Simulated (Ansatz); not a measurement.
# B3N: the cost of one run

Computed with Ansatz 0.2.0 (DFT PBE, scalar-relativistic, plane waves, PAW, unless a step names another level, unless a step's input says otherwise).

2 further runs of the same task are left out: 2 set aside as unsound or not needed. Runs told in other sessions of the task aren't counted.

## Step 1: The starting structure

The structure is tetragonal, space group P-4m2 (No. 115). The conventional cell has a = 2.463 Å, b = 2.463 Å, c = 4.446 Å, α = 90.00°, β = 90.00°, γ = 90.00°. B (site symmetry 2mm) is surrounded by 2 N at 1.53 Å. B (site symmetry -4m2) is surrounded by 4 B at 1.80 Å. N (site symmetry -4m2) is surrounded by 4 B at 1.53 Å.

Structure file:

```
B N
1.0
     2.46271    0.00000    0.00000
     0.00000    2.46271    0.00000
     0.00000    0.00000    4.44611
B N
3 1
Cartesian
  1.2314 0.0000 3.1298
  0.0000 0.0000 0.0000
  0.0000 1.2314 1.3163
  1.2314 1.2314 2.2231
```

It came out lowest among 29 distinct ends of the trial cells. At a tolerance of 0.05 Å it has space group P-4m2 (No. 115).

## Step 2: Tight relaxation for the response runs, on the response runs' mesh and smearing

The input, input.yaml:

```yaml
crystal:
  lattice:
    - [2.4627102514, 0.0, 0.0]
    - [0.0, 2.4627102514, 0.0]
    - [0.0, 0.0, 4.4461145733]
  atoms:
    - { symbol: B, position: [0.5, 0.0, 0.7039449748] }
    - { symbol: B, position: [0.0, 0.0, 0.0] }
    - { symbol: B, position: [0.0, 0.5, 0.2960550252] }
    - { symbol: "N", position: [0.5, 0.5, 0.5] }
basis:
  ecutwfc: 420
kpoints:
  mp_grid: { grid: [16, 16, 8] }
hamiltonian:
  xc: pbe
scf:
  occupations: { method: gaussian, width: 0.1 }
output:
  forces: true
  stress: true
  eigenvalues: true
relax:
  adjacent_minimum: "off"
  f_tol: 0.001
  max_steps: 60
  cell: { stress_tol: 0.01 }
```

Started as:

```sh
> ansatz run input.yaml --threads 3 --pin off --max-ram 7680MiB --backend cpu --events-out ev --progress --plain --runs-dir out
```

**Question.** How long does this run take on 3 threads of Arm Neoverse V1, shared host, and how much memory does it need?

About 21 s, with a peak of 0.39 GiB.
